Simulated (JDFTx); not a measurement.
Crystal: Re.

```xyz
4
Lattice="2.7664 0.0000 0.0000 -1.3832 2.3958 0.0000 0.0000 0.0000 8.9388" Properties=species:S:1:pos:R:3 pbc="T T T"
Re    1.3832    0.7986    6.7041
Re    0.0000    0.0000    4.4694
Re    0.0000    1.5972    2.2347
Re    0.0000    0.0000    0.0000
```

```yaml
Program: JDFTx 1.7.0 (patched build)
Task: relaxation of cell and atoms
Functional: RPBE
Potentials_or_basis: PseudoDojo-SR-PBE-0.5-standard with smoothed tails
Cutoff: 980 eV
Density_cutoff: 7837 eV
k_mesh: 7 × 7 × 2
Occupations: fermi-dirac, width 0.05 eV
Spin: no spin polarisation
```

At the start: pressure 6.7 GPa; volume 14.81 Å³/atom.

Question: How do energy, volume and symmetry change on relaxing?

Answer: Over 7 steps the energy falls by 6.9 meV/atom and the volume is 15.09 Å³/atom (+1.9 %); space group P6_3/mmc (No. 194, to 0.05 Å).

Step by step:
| step | energy change (eV) | largest force (eV/Å) | pressure (GPa) | volume (Å³) |
| --- | --- | --- | --- | --- |
| 1 | 0.0000 | 0.0000 | 6.73 | 59.24 |
| 2 | -0.0117 | 0.0000 | 4.84 | 59.54 |
| 3 | -0.0259 | 0.0000 | 0.14 | 60.33 |
| 4 | -0.0269 | 0.0000 | 0.04 | 60.35 |
| 5 | -0.0274 | 0.0000 | 0.02 | 60.36 |
| 6 | -0.0274 | 0.0000 | 0.00 | 60.37 |
| 7 | -0.0274 | 0.0000 | 0.00 | 60.37 |

Final structure:
```
Re
1.0
     2.77531    0.00000    0.00000
    -1.38766    2.40349    0.00000
     0.00000    0.00000    9.04967
Re
4
Direct
  0.66667 0.33333 0.75000
  0.00000 0.00000 0.50000
  0.33333 0.66667 0.25000
  0.00000 0.00000 0.00000
```

Caveat: the k mesh is coarse (spacing up to 0.37 Å⁻¹), so the values aren't converged; the potentials were made for another functional, which shifts forces and pressure.
